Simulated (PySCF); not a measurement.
# One shape, several levels: CH4FGaTe (SMILES [CH3][Ga]([F])[TeH])

We compute a comparison of 6 runs (HF/3-21G, HF/def2-SVP, M06-2X/STO-3G, B3LYP/def2-SVP, PBE0/def2-SVP, TPSS/def2-TZVP) of CH4FGaTe. The job is set up through a Python script.

The calculation is run with PySCF 2.14.0.

## 1. The molecule

CH4FGaTe has 8 atoms, charge 0, and is taken as a singlet. As SMILES, `[CH3][Ga]([F])[TeH]`. The shape comes from GFN2-xTB, which is rough for such elements, and wasn't checked as a minimum. This is one conformer, not always the lowest.

Bond lengths: C1–Ga2 2.044 Å, Ga2–F3 1.777 Å, Ga2–Te4 2.529 Å, C1–H5 1.092 Å, C1–H6 1.091 Å, C1–H7 1.092 Å, Te4–H8 1.638 Å. Angles: C1–Ga2–F3 111.3°, C1–Ga2–Te4 134.8°, F3–Ga2–Te4 113.9°, Ga2–C1–H5 109.6°, Ga2–C1–H6 111.3°, Ga2–C1–H7 109.1°, Ga2–Te4–H8 87.8°, H5–C1–H6 109.0°, H5–C1–H7 108.2°, H6–C1–H7 109.6°.

## 2. Energy and gradient at HF/3-21G (run 1)

input.py

```python
from pyscf import gto, scf

molecule = gto.Mole()
molecule.atom = '''
C      0.145570     1.125510    -0.659090
Ga     0.239150    -0.334110     0.768350
F      1.149820     0.213950     2.192520
Te    -0.643530    -2.695990     0.962340
H     -0.546220     1.906890    -0.338220
H     -0.191230     0.722430    -1.615440
H      1.134020     1.573130    -0.778370
H     -1.287580    -2.511810    -0.532100
'''
molecule.max_memory = 1860
molecule.basis = '3-21g'
molecule.spin = 0
molecule.verbose = 4
molecule.charge = 0
molecule.build()

mf = scf.RHF(molecule)
mf.conv_tol = 1e-10
mf.kernel()
if not mf.converged:
    mf = mf.newton().run(mf.mo_coeff, mf.mo_occ)

e_tot = mf.e_tot
print('E(%s) = %.9f' % ('HF', e_tot))
grad = mf.nuc_grad_method().kernel()
mf.analyze()
```

Command:

```console
OMP_NUM_THREADS=1 python input.py
```

Log:

```text
PySCF version 2.14.0

[... 89 lines left out ...]
MO #4   energy= -160.446630488921  occ= 2
[... 14 lines left out ...]
MO #19  energy= -22.3861324155369  occ= 2
[... 14 lines left out ...]
MO #34  energy= -2.05748334705391  occ= 2
[... 14 lines left out ...]
MO #49  energy= -0.465563786896167 occ= 2
[... 14 lines left out ...]
MO #64  energy= 0.491621177588063  occ= 0
[... 14 lines left out ...]
MO #79  energy= 3.70535519566397   occ= 0
[... 90 lines left out ...]
Dipole moment(X, Y, Z, Debye): -1.09629,  0.60472, -2.79442
```

It took 9.6 s on 1 thread of Intel Xeon at 2.70GHz, shared host; peak memory 0.16 GiB.

## 3. Energy and forces at HF/def2-SVP (core potential) (run 2)

calc.py

```python
import pyscf.grad
from pyscf import gto

system = gto.M(
    atom='''
C      0.145570     1.125510    -0.659090
Ga     0.239150    -0.334110     0.768350
F      1.149820     0.213950     2.192520
Te    -0.643530    -2.695990     0.962340
H     -0.546220     1.906890    -0.338220
H     -0.191230     0.722430    -1.615440
H      1.134020     1.573130    -0.778370
H     -1.287580    -2.511810    -0.532100
''',
    basis='def2-svp',
    spin=0,
    max_memory=1860,
    ecp={'Te': 'def2-svp'},
    verbose=3,
)

mf = system.RHF()
mf.conv_tol = 1e-10
mf.kernel()
if not mf.converged:
    mf = mf.newton().run(mf.mo_coeff, mf.mo_occ)

e_final = mf.e_tot
print(f'total energy: {e_final:.8f} hartree')
grad = mf.Gradients().kernel()
dip = mf.dip_moment()
pop, q = mf.mulliken_pop()
```

Command:

```console
OMP_NUM_THREADS=1 python calc.py
```

Log:

```text
converged SCF energy = -2329.60371825955
total energy: -2329.60371826 hartree
[... 8 lines left out ...]
Dipole moment(X, Y, Z, Debye): -1.29015, -0.05743, -2.62578
[... 115 lines left out ...]
charge of    7H =     -0.01075
```

Wall time 17 s (1 thread of Intel Xeon at 2.70GHz, shared host); peak memory 0.24 GiB.

## 4. Energy and forces at M06-2X/STO-3G (run 3)

input.py

```python
# [CH3][Ga]([F])[TeH]
from pyscf import gto, dft

mol = gto.M(
    atom='''
C      0.145570     1.125510    -0.659090
Ga     0.239150    -0.334110     0.768350
F      1.149820     0.213950     2.192520
Te    -0.643530    -2.695990     0.962340
H     -0.546220     1.906890    -0.338220
H     -0.191230     0.722430    -1.615440
H      1.134020     1.573130    -0.778370
H     -1.287580    -2.511810    -0.532100
''',
    max_memory=1860,
    verbose=4,
    basis='sto-3g',
)

mf = dft.RKS(mol)
mf.xc = 'm06-2x'
mf.grids.level = 5
mf.conv_tol = 1e-10
mf.kernel()
if not mf.converged:
    mf = mf.newton().run(mf.mo_coeff, mf.mo_occ)

etot = mf.e_tot
print('Final energy', etot)
grad = mf.nuc_grad_method().kernel()
mf.analyze()
```

Command:

```console
OMP_NUM_THREADS=1 python input.py
```

Log:

```text
PySCF version 2.14.0

[... 112 lines left out ...]
Two-electron Coulomb Energy =         4220.093587701195247
[... 13 lines left out ...]
MO #11  energy= -32.0057287854041  occ= 2
[... 11 lines left out ...]
MO #23  energy= -5.29042046334777  occ= 2
[... 11 lines left out ...]
MO #35  energy= -1.18243659817513  occ= 2
[... 11 lines left out ...]
MO #47  energy= -0.216817892836874 occ= 2
[... 11 lines left out ...]
MO #59  energy= 0.5719802730558    occ= 0
[... 70 lines left out ...]
Dipole moment(X, Y, Z, Debye): -0.17780,  1.07505, -1.24734
```

Wall time 51 s (1 thread of Intel Xeon at 2.70GHz, shared host); peak memory 0.6 GiB.

Runs 4 to 5 aren't shown in full; the table further down has their settings and results.

## 5. Energy and forces at TPSS/def2-TZVP (core potential) (run 6)

calc.py

```python
import pyscf.grad
from pyscf import gto, dft

mol = gto.M(
    atom='''
C      0.145570     1.125510    -0.659090
Ga     0.239150    -0.334110     0.768350
F      1.149820     0.213950     2.192520
Te    -0.643530    -2.695990     0.962340
H     -0.546220     1.906890    -0.338220
H     -0.191230     0.722430    -1.615440
H      1.134020     1.573130    -0.778370
H     -1.287580    -2.511810    -0.532100
''',
    verbose=4,
    ecp={'Te': 'def2-svp'},
    max_memory=1860,
    basis='def2-tzvp',
    spin=0,
)

mf = dft.RKS(mol, xc='tpss')
mf.conv_tol = 1e-10
mf.grids.level = 5
mf.kernel()
if not mf.converged:
    mf = mf.newton().run(mf.mo_coeff, mf.mo_occ)

e_final = mf.e_tot
print('E(%s) = %.9f' % ('TPSS', e_final))
grad = mf.Gradients().kernel()
mf.analyze()
```

Command:

```console
OMP_NUM_THREADS=1 python calc.py
```

Log:

```text
PySCF version 2.14.0

[... 128 lines left out ...]
MO #19  energy= -1.50430528018408  occ= 2
[... 32 lines left out ...]
MO #52  energy= 0.17996414067878   occ= 0
[... 32 lines left out ...]
MO #85  energy= 0.875943585136797  occ= 0
[... 32 lines left out ...]
MO #118 energy= 2.06245807379024   occ= 0
[... 32 lines left out ...]
MO #151 energy= 3.2925578648404    occ= 0
[... 32 lines left out ...]
MO #184 energy= 104.555117850713   occ= 0
[... 195 lines left out ...]
Dipole moment(X, Y, Z, Debye): -1.14352, -0.18954, -2.20175
```

It took 3.6 min on 1 thread of Intel Xeon at 2.70GHz, shared host; peak memory 2.6 GiB.

## 6. The series

| run | level | core potential | integration grid | energy (Eh) | dipole moment (D) | HOMO energy (eV) | LUMO energy (eV) | wall time |
| --- | --- | --- | --- | --- | --- | --- | --- | --- |
| 1 | HF/3-21G | – | – | -8635.517568 | 3.06 | -9.17 | 1.80 | 9.6 s |
| 2 | HF/def2-SVP (core potential) | def2-svp | – | -2329.603718 | 2.93 | -9.16 | 1.84 | 17 s |
| 3 | M06-2X/STO-3G | – | 5 | -8590.105675 | 1.66 | -4.51 | 1.68 | 51 s |
| 4 | B3LYP/def2-SVP (core potential) | def2-svp | 5 | -2333.091270 | 2.63 | -6.64 | -1.21 | 65 s |
| 5 | PBE0/def2-SVP (core potential) | def2-svp | 5 | -2332.565387 | 2.71 | -6.91 | -0.98 | 55 s |
| 6 | TPSS/def2-TZVP (core potential) | def2-svp | 5 | -2333.287705 | 2.49 | -6.04 | -1.81 | 3.6 min |

## 7. Outcome

```
                       quantity           value
            run 6: total energy  -2333.28770 Eh
           run 6: dipole moment          2.49 D
             run 6: HOMO energy        -6.04 eV
             run 6: LUMO energy        -1.81 eV
           run 6: HOMO–LUMO gap         4.23 eV
run 6: largest force on an atom      0.992 eV/Å
```

**Reading.** The dipole moment (its size) runs from 1.66 D (M06-2X/STO-3G) to 3.06 D (HF/3-21G). The two ends differ in method and basis. The HOMO–LUMO gap runs from 4.23 eV (TPSS/def2-TZVP) to 11.00 eV (HF/def2-SVP). Totals of different functionals can't be ranked against each other. Some runs of one species differ in core potentials or relativity; totals across that change don't compare. In run 3 the basis is minimal, so the values are rough. In runs 1, 3 relativity is left out where basis or elements ask for it. All runs together took 6.9 min, the longest 3.6 min.
